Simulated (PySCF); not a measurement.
# C₃H₁₀AlNO: magnetic properties

Wanted: magnetic properties for C₃H₁₀AlNO (`[NH3+][Al@H-]1[CH2]CO[CH2]1`).

Programs: PySCF 2.14.0, with routines of our own; each step states its level. All values are computed. Atoms count from 0.

## 1. The starting structure

16 atoms, charge 0, multiplicity 1; geometry from: GFN2-xTB.

## 2. Magnetic properties: GIAO B3LYP/pcSseg-1

The job: settings as JSON, then the geometry in Å.

```
{"job": {"kind": "mag", "xc": "B3LYP", "basis": "pcSseg-1", "isotopologues": 2}, "charge": 0, "multiplicity": 1}
N      2.369467    -0.458439     0.241289
Al     0.545442    -0.024692    -0.624185
C     -0.868261    -1.211739     0.170043
C     -1.885775    -0.072790    -0.050081
O     -1.274453     1.029096    -0.705918
C     -0.212134     1.641878     0.141380
H      2.675706    -1.358545    -0.114231
H      2.360324    -0.495277     1.257630
H      3.041221     0.245369    -0.050630
H      1.018442    -0.075473    -2.096240
H     -1.220323    -2.106574    -0.351321
H     -0.837360    -1.480618     1.232348
H     -2.333580     0.278089     0.889915
H     -2.696174    -0.373921    -0.719188
H     -0.032227     2.604149    -0.351657
H     -0.657913     1.868431     1.119433
```

Level: GIAO B3LYP/pcSseg-1 magnetisability, rotational g tensor and spin-rotation constants, non-relativistic, gas phase.

Started as:

```
$ OMP_NUM_THREADS=1 python excited_run.py task.json out
```

One launch serves the whole session: the jobs run in the order shown.

What it wrote:

```text
coarse grid: 13232 points
cycle   1  E = -492.5548541468  dE =  5.337e-01  |g| = 7.167e-01  |ddm| = 3.422e+00
cycle   2  E = -492.4049427055  dE =  1.499e-01  |g| = 1.121e+00  |ddm| = 1.904e+00
cycle   3  E = -492.6683369712  dE = -2.634e-01  |g| = 1.651e-01  |ddm| = 1.313e+00
cycle   4  E = -492.6727592691  dE = -4.422e-03  |g| = 6.117e-02  |ddm| = 1.502e-01
cycle   5  E = -492.6735481790  dE = -7.889e-04  |g| = 9.417e-03  |ddm| = 5.183e-02
cycle   6  E = -492.6735670576  dE = -1.888e-05  |g| = 2.337e-03  |ddm| = 1.040e-02
cycle   7  E = -492.6735682484  dE = -1.191e-06  |g| = 6.875e-04  |ddm| = 2.453e-03
final grid: 121440 points
cycle   8  E = -492.7240746289  dE = -2.681e-05  |g| = 8.605e-03  |ddm| = 1.832e-02
cycle   9  E = -492.7240547992  dE =  1.983e-05  |g| = 1.340e-02  |ddm| = 1.399e-02
cycle  10  E = -492.7240893810  dE = -3.458e-05  |g| = 1.425e-03  |ddm| = 8.809e-03
cycle  11  E = -492.7240897743  dE = -3.933e-07  |g| = 1.841e-04  |ddm| = 1.366e-03
cycle  12  E = -492.7240897803  dE = -5.942e-09  |g| = 4.419e-05  |ddm| = 1.667e-04
cycle  13  E = -492.7240897806  dE = -3.549e-10  |g| = 2.160e-05  |ddm| = 6.181e-05
converged SCF energy = -492.7240897806

Magnetisability tensor (1e-30 J/T^2)
    -1143.26       -5.65      -23.70
       -5.65    -1147.06       46.85
      -23.70       46.85    -1114.48
isotropic -1134.93   principal values   -1182.78  -1148.27  -1073.74
isotropic susceptibility -68.347 1e-6 cm^3/mol

Inertial axes            a          b          c
rot. const./GHz      4.7146     2.1571     1.7277
chi total           -68.961    -69.780    -66.301
chi diamagnetic    -376.635   -670.154   -810.534
chi paramagnetic    307.674    600.375    744.233
quadrupole/D A       16.567     -6.785     -9.782
g nuclear            0.6478     0.6078     0.6022
g electronic        -0.6815    -0.6084    -0.6041
g total             -0.0337    -0.0007    -0.0019

Spin-rotation constants (kHz, H = +C I.J)
atom  isotope        aa         bb         cc
  0    14N        0.233      0.095      0.072
  1   27Al        2.960      0.951      0.820
  6     1H       -0.398     -0.111     -0.167
  7     1H       -0.546     -0.258      0.013
  8     1H       -0.387     -0.058     -0.210
  9     1H       -0.321     -0.170      0.035
 10     1H       -0.503     -0.025     -0.135
 11     1H       -0.490     -0.210     -0.003
 12     1H       -0.353     -0.236      0.064
 13     1H       -0.056     -0.198     -0.044
 14     1H       -0.488      0.111     -0.164
 15     1H       -0.416     -0.230      0.050
  2    13C*       0.553      0.315      0.255
  3    13C*       1.236      0.401      0.456
  4    17O*      -0.552     -0.201     -0.095
  5    13C*       0.964      0.525      0.361
* in the singly substituted isotopologue

Isotopologues: g along a, b, c
2H    at 6,7,8,9,10,11,    -0.0264    -0.0008    -0.0017
15N   at 0                 -0.0337    -0.0009    -0.0021
```

Run time: 44 s. Hardware: 1 thread of Arm Neoverse N1, shared host; peak memory 0.77 GiB.

From this job:

```csv
quantity,value
magnetisability,-1135·10⁻³⁰ J/T²
molar susceptibility,-68.3·10⁻⁶ cm³/mol
"rotational g (a, b, c)","-0.0337, -0.0007, -0.0019"
```

Orbitals, density, ELF and potential are computed afterwards from the orbital file.

Frontier orbitals at B3LYP/pcSseg-1, with the share of their density that lies nearest to each atom:

| orbital | energy (eV) | lies on |
| --- | --- | --- |
| HOMO | -5.63 | C5 32 %; O4 29 %; Al1 10 % |
| LUMO | -0.21 | H6, H7, H8 about 26 % each; N0 10 % |

ELF in a plane through or near 7 of the atoms.

Values, 10 rows by 14 columns:
```
0.00 0.00 0.00 0.00 0.00 0.00 0.00 0.00 0.00 0.00 0.00 0.00 0.00 0.00
0.00 0.00 0.00 0.00 0.00 0.00 0.00 0.06 0.01 0.00 0.00 0.00 0.00 0.00
0.00 0.00 0.00 0.00 0.00 0.02 0.60 1.00 0.81 0.03 0.00 0.00 0.00 0.00
0.00 0.00 0.00 0.04 0.00 0.27 0.61 0.64 0.41 0.13 0.02 0.00 0.00 0.00
0.00 0.00 0.75 0.99 0.63 0.19 0.44 0.74 0.65 0.65 0.06 0.01 0.00 0.00
0.00 0.00 0.11 0.69 0.51 0.59 0.16 0.38 0.56 0.72 0.69 0.16 0.01 0.00
0.00 0.00 0.26 0.98 0.82 0.06 0.76 0.66 0.33 0.40 0.34 0.15 0.00 0.00
0.00 0.00 0.00 0.05 0.01 0.01 0.12 0.62 0.98 0.68 0.01 0.00 0.00 0.00
0.00 0.00 0.00 0.00 0.00 0.00 0.00 0.03 0.19 0.03 0.00 0.00 0.00 0.00
0.00 0.00 0.00 0.00 0.00 0.00 0.00 0.00 0.00 0.00 0.00 0.00 0.00 0.00
```
The map spans 11.2 Å across and 10.4 Å up, centred on the molecule. Atoms in the plane (x, y in Å): N0 (-2.4, -0.2), C2 (0.7, -1.3), C3 (1.9, -0.3), C5 (0.4, 1.6), H6 (-2.8, -1.1), H8 (-3.0, 0.6), H14 (0.3, 2.6).

On the surface of density 0.002 e/bohr³ the electrostatic potential runs, from the 1st to the 99th percentile, from -1.90 V near O4 to 2.50 V near H7.

## 3. Magnetic properties: common gauge origin BLYP/ANO-RCC-VDZP

The job, as its differences from that of step 2:

```diff
@@ -1,2 +1,2 @@
-{"job": {"kind": "mag", "xc": "B3LYP", "basis": "pcSseg-1", "isotopologues": 2}, "charge": 0, "multiplicity": 1}
+{"job": {"kind": "mag", "xc": "BLYP", "basis": "ANO-RCC-VDZP", "gauge": [0, 0, 0]}, "charge": 0, "multiplicity": 1}
 N      2.369467    -0.458439     0.241289
```

Level: common gauge origin BLYP/ANO-RCC-VDZP magnetisability, rotational g tensor and spin-rotation constants, non-relativistic, gas phase.

What it wrote:

```text
coarse grid: 13232 points
cycle   1  E = -492.4297932011  dE =  5.052e-01  |g| = 8.755e-01  |ddm| = 5.341e+00
cycle   2  E = -490.4041104815  dE =  2.026e+00  |g| = 2.560e+00  |ddm| = 6.388e+00
cycle   3  E = -492.5151606898  dE = -2.111e+00  |g| = 6.750e-01  |ddm| = 6.130e+00
cycle   4  E = -492.6169953325  dE = -1.018e-01  |g| = 1.090e-01  |ddm| = 6.939e-01
cycle   5  E = -492.6201032664  dE = -3.108e-03  |g| = 6.889e-02  |ddm| = 3.294e-01
cycle   6  E = -492.6211029319  dE = -9.997e-04  |g| = 3.047e-02  |ddm| = 1.046e-01
cycle   7  E = -492.6213034714  dE = -2.005e-04  |g| = 5.840e-03  |ddm| = 3.256e-02
cycle   8  E = -492.6213124688  dE = -8.997e-06  |g| = 1.613e-03  |ddm| = 9.764e-03
final grid: 121440 points
cycle   9  E = -492.6188891685  dE = -2.973e-05  |g| = 1.274e-02  |ddm| = 4.560e-02
cycle  10  E = -492.6187807995  dE =  1.084e-04  |g| = 2.611e-02  |ddm| = 3.351e-02
cycle  11  E = -492.6189224626  dE = -1.417e-04  |g| = 3.370e-03  |ddm| = 2.368e-02
cycle  12  E = -492.6189249217  dE = -2.459e-06  |g| = 5.125e-04  |ddm| = 4.216e-03
cycle  13  E = -492.6189249824  dE = -6.068e-08  |g| = 7.380e-05  |ddm| = 6.715e-04
cycle  14  E = -492.6189249838  dE = -1.449e-09  |g| = 2.619e-05  |ddm| = 1.316e-04
cycle  15  E = -492.6189249840  dE = -1.421e-10  |g| = 1.104e-05  |ddm| = 3.477e-05
converged SCF energy = -492.6189249840

Magnetisability tensor (1e-30 J/T^2)
    -2090.05     -280.27       -1.20
     -280.27    -3045.21       -8.17
       -1.20       -8.17    -3489.12
isotropic -2874.79   principal values   -3489.30  -3121.19  -2013.88
isotropic susceptibility -173.124 1e-6 cm^3/mol

Inertial axes            a          b          c
rot. const./GHz      4.7146     2.1571     1.7277
chi total          -121.753   -188.108   -209.511
chi diamagnetic    -376.734   -671.001   -811.328
chi paramagnetic    254.981    482.893    601.818
quadrupole/D A       15.751     -6.332     -9.419
g nuclear            0.6478     0.6078     0.6022
g electronic        -0.5648    -0.4894    -0.4885
g total              0.0830     0.1184     0.1137

Spin-rotation constants (kHz, H = +C I.J)
atom  isotope        aa         bb         cc
  0    14N        0.202      0.068      0.055
  1   27Al        2.688      0.363      0.650
  6     1H       -0.539      0.209      0.120
  7     1H       -0.566     -0.219      0.040
  8     1H       -0.552      0.285      0.049
  9     1H        0.008     -0.077     -0.064
 10     1H       -0.102     -0.192     -0.044
 11     1H       -0.363     -0.403     -0.085
 12     1H       -0.679     -0.114      0.063
 13     1H       -0.263      0.030      0.120
 14     1H       -0.003     -0.108     -0.050
 15     1H       -0.436     -0.306     -0.072
  2    13C*       0.368      0.209      0.154
  3    13C*       1.044      0.330      0.383
  4    17O*      -0.542     -0.161     -0.114
  5    13C*       0.790      0.382      0.252
* in the singly substituted isotopologue
```

Run time: 94 s. Hardware: 1 thread of Arm Neoverse N1, shared host; peak memory 0.48 GiB.

A normal end doesn't make this result sound: a common gauge origin replaces GIAOs, so the magnetic properties depend on where the origin lies.

## 4. Magnetic properties: GIAO HCTH407/ANO-RCC-VDZP, grid 1

The job, as its differences from that of step 3:

```diff
@@ -1,2 +1,2 @@
-{"job": {"kind": "mag", "xc": "BLYP", "basis": "ANO-RCC-VDZP", "gauge": [0, 0, 0]}, "charge": 0, "multiplicity": 1}
+{"job": {"kind": "mag", "xc": "HCTH407", "basis": "ANO-RCC-VDZP", "grid": 1, "scf": {"aux": "def2-qzvpp-jkfit"}}, "charge": 0, "multiplicity": 1}
 N      2.369467    -0.458439     0.241289
```

Method: GIAO HCTH407/ANO-RCC-VDZP magnetisability, rotational g tensor and spin-rotation constants, non-relativistic, gas phase.

What it wrote:

```text
final grid: 56912 points
cycle   1  E = -492.5436754002  dE =  4.648e-01  |g| = 8.227e-01  |ddm| = 5.286e+00
cycle   2  E = -490.7107261770  dE =  1.833e+00  |g| = 2.430e+00  |ddm| = 6.028e+00
cycle   3  E = -492.6334479949  dE = -1.923e+00  |g| = 5.851e-01  |ddm| = 5.783e+00
cycle   4  E = -492.7122062520  dE = -7.876e-02  |g| = 1.031e-01  |ddm| = 6.627e-01
cycle   5  E = -492.7148699765  dE = -2.664e-03  |g| = 5.501e-02  |ddm| = 2.788e-01
cycle   6  E = -492.7155402273  dE = -6.703e-04  |g| = 2.507e-02  |ddm| = 8.869e-02
cycle   7  E = -492.7156786280  dE = -1.384e-04  |g| = 4.338e-03  |ddm| = 2.768e-02
cycle   8  E = -492.7156837932  dE = -5.165e-06  |g| = 1.201e-03  |ddm| = 7.412e-03
cycle   9  E = -492.7156841359  dE = -3.427e-07  |g| = 4.014e-04  |ddm| = 1.664e-03
cycle  10  E = -492.7156841681  dE = -3.213e-08  |g| = 1.463e-04  |ddm| = 5.486e-04
cycle  11  E = -492.7156841741  dE = -6.035e-09  |g| = 3.510e-05  |ddm| = 2.506e-04
cycle  12  E = -492.7156841744  dE = -2.805e-10  |g| = 1.293e-05  |ddm| = 4.236e-05
converged SCF energy = -492.7156841744

Magnetisability tensor (1e-30 J/T^2)
    -1129.74       -1.20      -25.58
       -1.20    -1136.67       53.12
      -25.58       53.12    -1090.77
isotropic -1119.06   principal values   -1175.65  -1131.85  -1049.68
isotropic susceptibility -67.391 1e-6 cm^3/mol

Inertial axes            a          b          c
rot. const./GHz      4.7146     2.1571     1.7277
chi total           -68.292    -69.099    -64.783
chi diamagnetic    -375.835   -670.163   -810.571
chi paramagnetic    307.543    601.064    745.788
quadrupole/D A       15.636     -6.343     -9.293
g nuclear            0.6478     0.6078     0.6022
g electronic        -0.6812    -0.6091    -0.6054
g total             -0.0334    -0.0014    -0.0032

Spin-rotation constants (kHz, H = +C I.J)
atom  isotope        aa         bb         cc
  0    14N        0.223      0.099      0.075
  1   27Al        3.447      1.141      0.938
  6     1H       -0.395     -0.108     -0.162
  7     1H       -0.547     -0.258      0.020
  8     1H       -0.384     -0.054     -0.208
  9     1H       -0.324     -0.174      0.040
 10     1H       -0.501     -0.018     -0.129
 11     1H       -0.486     -0.203      0.002
 12     1H       -0.345     -0.232      0.071
 13     1H       -0.045     -0.192     -0.040
 14     1H       -0.486      0.119     -0.160
 15     1H       -0.411     -0.227      0.056
  2    13C*       0.538      0.310      0.246
  3    13C*       1.200      0.385      0.440
  4    17O*      -0.594     -0.197     -0.120
  5    13C*       0.921      0.512      0.348
* in the singly substituted isotopologue
```

Run time: 83 s. Hardware: 1 thread of Arm Neoverse N1, shared host; peak memory 0.53 GiB.

In short:

```csv
quantity,value
magnetisability,-1119·10⁻³⁰ J/T²
molar susceptibility,-67.4·10⁻⁶ cm³/mol
"rotational g (a, b, c)","-0.0334, -0.0014, -0.0032"
```

## 5. The levels compared

```csv
level,ξ (10⁻³⁰ J/T²),g(a),g(b),gap (eV),functions,time
GIAO B3LYP/pcSseg-1,-1135,-0.0337,-0.0007,5.42,159,44 s
"GIAO HCTH407/ANO-RCC-VDZP, grid 1",-1119,-0.0334,-0.0014,3.20,138,83 s
```

## 6. Summary of results

```
                                            quantity                               value
       magnetisability (step 2, GIAO B3LYP/pcSseg-1)                    -1135·10⁻³⁰ J/T²
  molar susceptibility (step 2, GIAO B3LYP/pcSseg-1)                  -68.3·10⁻⁶ cm³/mol
rotational g (a, b, c) (step 2, GIAO B3LYP/pcSseg-1)           -0.0337, -0.0007, -0.0019
               surface potential, 1st and 99th percentile                  -1.90 V and 2.50 V
                     magnetisability over the levels           -1135 to -1119·10⁻³⁰ J/T²
                                                runs  0 failed, 1 ended on unsound input
```

What this shows: The geometry comes from tight binding, which is rough for metal atoms, and these values hang on it. The magnetisability spreads by 1.4 % over 2 levels, from GIAO B3LYP/pcSseg-1 (44 s) to GIAO HCTH407/ANO-RCC-VDZP, grid 1 (83 s); the runs took 44 s to 83 s. Two levels can agree by chance, so this spread shows no convergence. Vibrational averaging and real surroundings are missing from these values.
